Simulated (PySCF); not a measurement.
# F6Re (Re(F)6+): the cost of one run

Program: PySCF 2.14.0. Level of theory: TPSS, Re def2-SVP with ECP60, F def2-SVP; scalar-relativistic core potentials, no spin–orbit coupling. These are calculated values, not measurements.

3 further runs of the same task are left out: 2 for a known fault of the program, 1 that didn't finish.

**1. The starting structure**

7 atoms, charge 1, spin multiplicity 1.

Bond lengths: Re1–F2 1.703 Å, Re1–F3 1.703 Å, Re1–F4 1.703 Å, Re1–F5 1.703 Å, Re1–F6 1.703 Å, Re1–F7 1.703 Å. Angles: F2–Re1–F3 180.0°, F2–Re1–F4 90.0°, F2–Re1–F5 90.0°, F2–Re1–F6 90.0°, F2–Re1–F7 90.0°, F3–Re1–F4 90.0°, F3–Re1–F5 90.0°, F3–Re1–F6 90.0°, F3–Re1–F7 90.0°, F4–Re1–F5 90.0°, F4–Re1–F6 180.0°, F4–Re1–F7 90.0°, F5–Re1–F6 90.0°, F5–Re1–F7 180.0°, F6–Re1–F7 90.0°.

Geometry (Å):

```
Re    0.00000    0.00000    0.00000
F     0.00000    0.00000    1.70280
F     0.00000    0.00000   -1.70280
F     1.70280    0.00000    0.00000
F     0.00000    1.70280    0.00000
F    -1.70280    0.00000    0.00000
F     0.00000   -1.70280    0.00000
```

Formal oxidation states: Re +7.

**2. SCF at the start, singlet**

run.py (the lines that set the calculation) reads:

```python
mol = gto.M(atom='''
Re     0.00000     0.00000     0.00000
F      0.00000     0.00000     1.70280
F      0.00000     0.00000    -1.70280
F      1.70280     0.00000     0.00000
F      0.00000     1.70280     0.00000
F     -1.70280     0.00000     0.00000
F      0.00000    -1.70280     0.00000''',
    basis={'Re': 'def2-SVP', 'F': 'def2-SVP'},
    ecp={'Re': 'def2-SVP'},
    charge=1, spin=0)
mf = dft.RKS(mol, xc='TPSS')
mf.grids.atom_grid = (50, 194)
mf = mf.density_fit()  # fitting sets: Re def2-universal-JKFIT, F def2-universal-JKFIT
mf.conv_tol = 1e-08; mf.max_cycle = 55
mf.kernel(dm0)  # dm0: free metal ions and neutral atoms
```

Launch:

```console
$ OMP_NUM_THREADS=2 python run.py
```

Q: Estimate wall time and peak memory on 2 threads of Arm Neoverse V1, shared host.

About 4.9 s, with a peak of 0.56 GiB.
